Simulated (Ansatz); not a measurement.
# HfSc2N2: the cost of one run

Program: Ansatz 0.2.0. Level of theory: DFT PBE, scalar-relativistic, plane waves, PAW. These are calculated values, not measurements.

### Step 1. The system as given

Symmetry: I4/mmm, No. 139, tetragonal system. Conventional cell: a = 3.872 Å, b = 3.872 Å, c = 9.860 Å, α = 90.00°, β = 90.00°, γ = 90.00°. Hf (site symmetry 4/mmm) is surrounded by 8 Sc at 3.05 Å and 8 N at 3.13 Å. Around Sc (site symmetry 4mm) lie 4 N at 2.23 Å. N (site symmetry -4m2) is surrounded by 4 Sc at 2.23 Å and 4 Hf at 3.13 Å.

As a file:

```
CELL_PARAMETERS angstrom
-1.93622 1.93622 4.93023
1.93622 -1.93622 4.93023
1.93622 1.93622 -4.93023
ATOMIC_POSITIONS crystal
Hf 0.00000 0.00000 0.00000
Sc 0.63698 0.63698 0.00000
Sc 0.36302 0.36302 0.00000
N 0.75000 0.25000 0.50000
N 0.25000 0.75000 0.50000
```

Recipe of the guess: species swapped into a database cell of PrCo2Si2 (I4/mmm, No. 139), with Hf on the Pr sites, N on the Co sites and Sc on the Si sites. Its size is a rough estimate.

### Step 2. A first look at the guess

Input file input.yaml:

```yaml
crystal:
  lattice:
    - [-1.9362208, 1.9362208, 4.93022935]
    - [1.9362208, -1.9362208, 4.93022935]
    - [1.9362208, 1.9362208, -4.93022935]
  atoms:
    - { symbol: Hf, position: [0.0, 0.0, 0.0] }
    - { symbol: Sc, position: [0.63698244, 0.63698244, 0.0] }
    - { symbol: Sc, position: [0.36301756, 0.36301756, 0.0] }
    - { symbol: "N", position: [0.75, 0.25, 0.5] }
    - { symbol: "N", position: [0.25, 0.75, 0.5] }
basis:
  ecutwfc: 420
kpoints:
  mp_grid: { grid: [6, 6, 6] }
hamiltonian:
  xc: pbe
scf:
  occupations: { method: gaussian, width: 0.1 }
  lower_state_search: "off"
output:
  forces: true
  stress: true
  eigenvalues: true
```

Started as:

```console
$ ansatz run input.yaml --threads 1 --pin off --max-ram 2560MiB --backend cpu --events-out ev --progress --plain --runs-dir out
```

Q: Estimate wall time and peak memory on 1 thread of Arm Neoverse V2, shared host.

About 4.4 s, with a peak of 0.38 GiB.
